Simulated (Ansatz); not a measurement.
Task: relaxations under a series of pressures of BiSbPd2, space group P-6m2, with Ansatz 0.2.0 through its Python package. Give the script and its output. Level of theory (first run): PBEsol, PAW, cutoff 517 eV, 7×7×4 k-points, Fermi-Dirac smearing of 0.15 eV.

```xyz
4
Lattice="4.1901 0.0000 0.0000 -2.0950 3.6287 0.0000 0.0000 0.0000 5.6925" Properties=species:S:1:pos:R:3 pbc="T T T"
Sb    2.0950    1.2096    0.0000
Bi    0.0000    0.0000    2.8463
Pd    0.0000    2.4191    4.3064
Pd    0.0000    2.4191    1.3861
```

`compress.py`:
```python
"""Volume and enthalpy of BiSbPd2 against pressure."""

import warnings

import ansatz as az
import numpy as np

def edges_and_angles(cell):
    cell = np.asarray(cell)
    a, b, c = np.linalg.norm(cell, axis=1)
    cosines = cell[1] @ cell[2] / (b * c), cell[0] @ cell[2] / (a * c), cell[0] @ cell[1] / (a * b)
    return (a, b, c, *np.degrees(np.arccos(cosines)))

warnings.simplefilter("ignore", az.DeckWarning)

structure = (
    az.Lattice.from_parameters(4.190086, 4.190086, 5.692503, alpha=90.0, beta=90.0, gamma=120.0)
    .atom("Sb", (2 / 3, 1 / 3, 0.0))
    .atom("Bi", (0.0, 0.0, 0.5))
    .atom("Pd", (1 / 3, 2 / 3, 0.75651219))
    .atom("Pd", (1 / 3, 2 / 3, 0.24348781))
)

base = (
    structure.calculation()
    .functional(az.Functional.PBESOL)
    .pseudopotentials("paw")
    .basis(19 * az.Ha)
    .kpoints(length=24)  # sampling of the Brillouin zone
    .occupations("fermi_dirac", width=0.15)
)

# H = F + PV, with 1 GPa A^3 = 1/160.21766 eV
rows = []
for pressure in [0, 5, 10, 20]:
    result = base.relax(cell=True, pressure=pressure, force_tolerance=0.02).run()
    cell = result.lattice.cell_ang
    n_atoms = len(result.lattice.sites)
    volume = abs(np.linalg.det(cell)) / n_atoms
    enthalpy = result.report["free_energy_ev"] / n_atoms + pressure * volume / 160.21766
    rows.append((pressure, volume, enthalpy, *edges_and_angles(cell)))
    print(f"{pressure} GPa done: {volume:.4f} A^3/atom")

print(" P (GPa)  V (A^3/atom)  H (eV/atom)     a       b       c")
for row in rows:
    print("{:8.1f} {:12.4f} {:14.5f} {:7.4f} {:7.4f} {:7.4f}".format(*row[:6]))
p, v = np.array([row[0] for row in rows], float), np.array([row[1] for row in rows])
print("mean bulk modulus between rows (GPa):", np.round(-np.diff(p) / np.diff(np.log(v)), 1))
```

```console
$ python compress.py
0 GPa done: 21.1752 A^3/atom
5 GPa done: 20.3435 A^3/atom
10 GPa done: 19.6699 A^3/atom
20 GPa done: 18.6196 A^3/atom
 P (GPa)  V (A^3/atom)  H (eV/atom)     a       b       c
     0.0      21.1752    -8116.25224  4.1779  4.1779  5.6032
     5.0      20.3435    -8115.60485  4.1197  4.1197  5.5364
    10.0      19.6699    -8114.98078  4.0707  4.0707  5.4827
    20.0      18.6196    -8113.78738  3.9923  3.9923  5.3958
mean bulk modulus between rows (GPa): [124.8 148.5 182.2]
```

The volume falls from 21.18 Å³ an atom at 0 GPa to 18.62 at 20 GPa, by 12.1 %. Between 0 and 5 GPa, -V dP/dV is about 125 GPa, a mean over that step.

Reading the output:
- Absolute energies stand on the zero of these potentials, so only differences at equal settings mean something.
- At a fixed pressure a relaxation lowers the enthalpy F + PV, while F alone can rise.
- For a metal this k-point mesh is coarse: on a finer one energies can move by several to tens of meV an atom and pressures by half a GPa or more, differences at one mesh by less.
- The smearing is wide enough that free energy and stress hold a thermal part of the electrons.
- Spin-orbit coupling, which matters for elements this heavy, is left out.
- The structure comes from a database of computed cells and needn't be a stable or known phase.
- Symmetry holds the cell in this phase, whether or not it is the stable one at each pressure.
- The whole script took 3.2 min on 1 thread of Arm Neoverse V2, on a shared host, peak memory 0.52 GiB.
